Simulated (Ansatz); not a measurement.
Debugging a single point in a Gaussian basis of C₃H₆BF, SMILES C=C(C)BF (Ansatz 0.2.0 through its Python package).

`energy.py`
```python
# -*- coding: utf-8 -*-
import warnings

import ansatz as az

warnings.simplefilter("ignore", az.DeckWarning)

geometry_ang = [
    ("C", [-2.64747, 0.63551, -0.22865]),
    ("C", [-0.33939, 0.02778, 0.1353]),
    ("C", [1.25023, -0.73887, -2.07489]),
    ("B", [0.97641, 0.22752, 2.86082]),
    ("F", [3.4659, -0.42613, 3.25879]),
    ("H", [-3.93568, 1.36947, 1.29652]),
    ("H", [-3.50331, 0.68048, -2.12629]),
    ("H", [0.24113, -1.57639, -3.59421]),
    ("H", [2.31205, 0.97546, -2.72835]),
    ("H", [2.74158, -2.1535, -1.39252]),
    ("H", [-0.43803, 0.87134, 4.63222]),
]
c3h6bf = az.Crystal.molecule()
for symbol, xyz in geometry_ang:
    c3h6bf = c3h6bf.atom(symbol, xyz)

calculation = c3h6bf.calculation().basis(gaussian="def2-SVP").functional("CAM-B3LYP")
result = calculation.run(threads=1, backend="cpu")
r = result.report

for key in ("converged", "free_energy_ev", "reference_energy_ev", "n_frozen", "n_occupied", "n_virtual"):
    print(f"{key:22s} {r[key]}")
```

```console
$ python energy.py
converged              True
free_energy_ev         -6548.38205604002
reference_energy_ev    -6548.38205604002
n_frozen               0
n_occupied             [19, 19]
n_virtual              [81, 81]
```

No error stopped it. What is wrong with the input all the same?

The fault: lengths in bohr are read as angstrom. The correction:

```diff
--- before
+++ after
@@ -8,13 +8,13 @@
 geometry_ang = [
-    ("C", [-2.64747, 0.63551, -0.22865]),
-    ("C", [-0.33939, 0.02778, 0.1353]),
-    ("C", [1.25023, -0.73887, -2.07489]),
-    ("B", [0.97641, 0.22752, 2.86082]),
-    ("F", [3.4659, -0.42613, 3.25879]),
-    ("H", [-3.93568, 1.36947, 1.29652]),
-    ("H", [-3.50331, 0.68048, -2.12629]),
-    ("H", [0.24113, -1.57639, -3.59421]),
-    ("H", [2.31205, 0.97546, -2.72835]),
-    ("H", [2.74158, -2.1535, -1.39252]),
-    ("H", [-0.43803, 0.87134, 4.63222]),
+    ("C", [-1.401, 0.3363, -0.121]),
+    ("C", [-0.1796, 0.0147, 0.0716]),
+    ("C", [0.6616, -0.391, -1.098]),
+    ("B", [0.5167, 0.1204, 1.5139]),
+    ("F", [1.8341, -0.2255, 1.7245]),
+    ("H", [-2.0827, 0.7247, 0.6861]),
+    ("H", [-1.8539, 0.3601, -1.1252]),
+    ("H", [0.1276, -0.8342, -1.902]),
+    ("H", [1.2235, 0.5162, -1.4438]),
+    ("H", [1.4508, -1.1396, -0.7369]),
+    ("H", [-0.2318, 0.4611, 2.4513]),
 ]
```

After the fix:

Output of `python energy.py`:
```text
converged              True
free_energy_ev         -6594.517553539987
reference_energy_ev    -6594.517553539987
n_frozen               0
n_occupied             [19, 19]
n_virtual              [81, 81]
```

What to keep in mind:
- Total energies depend on the basis set; only differences at equal settings carry meaning.
- The geometry is a force-field or estimated start, not a minimum of this method, and the basis set is short of its limit.
- The whole script took 1.7 s on 1 thread of Intel(R) Xeon(R) 6975P-C (Granite Rapids), with other jobs on the host, peak memory 0.25 GiB.

(A comment or docstring line of the script was reworded after the run, the code is as it ran; lines on the test bed's own set-up are left out of the output.)
